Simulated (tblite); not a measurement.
# BH10NO2Si3: the cost of one run

Computed with tblite 0.8.0 and PySCF 2.14.0; each step states its level. No surroundings beyond the atoms listed, unless a continuum is named. Atoms count from 0, parts from 1.

### Step 1. The system as given

17 atoms, charge 0, multiplicity 1; geometry: distance geometry start.

### Step 2. Geometry optimisation with GFN2-xTB

What the job is given:

```
{"job": {"kind": "relax", "xc": "GFN2-xTB", "basis": "xTB"}, "charge": 0, "multiplicity": 1}
Si     0.505578     0.116253    -0.293737
N      0.596651     1.709029     0.573091
Si     2.155451     2.617359     0.412635
O      2.100406    -0.453637    -0.711024
B     -0.540213     0.351868    -1.947216
Si    -2.385379     0.907124    -1.697554
O     -0.309539    -1.062197     0.727009
H     -0.246724     2.281661     0.570759
H      1.901882     4.021377     0.532000
H      3.063752     2.212005     1.415735
H      2.728161     2.342433    -0.874235
H      2.723305    -0.887420    -0.076263
H      0.016289     0.817152    -2.828902
H     -3.142052     0.557460    -2.840089
H     -2.938807     0.280665    -0.547680
H     -2.435487     2.339580    -1.549228
H     -0.999698    -1.705161     0.451819
```

Level: GFN2-xTB geometry optimisation, gas phase.

Command:

```sh
OMP_NUM_THREADS=1 python cluster_run.py task.json out
```

This one command runs all jobs of the session in turn.

**Question.** How long does this first job take on 1 thread of Intel Xeon 6975P-C, shared host?

About 8 s.
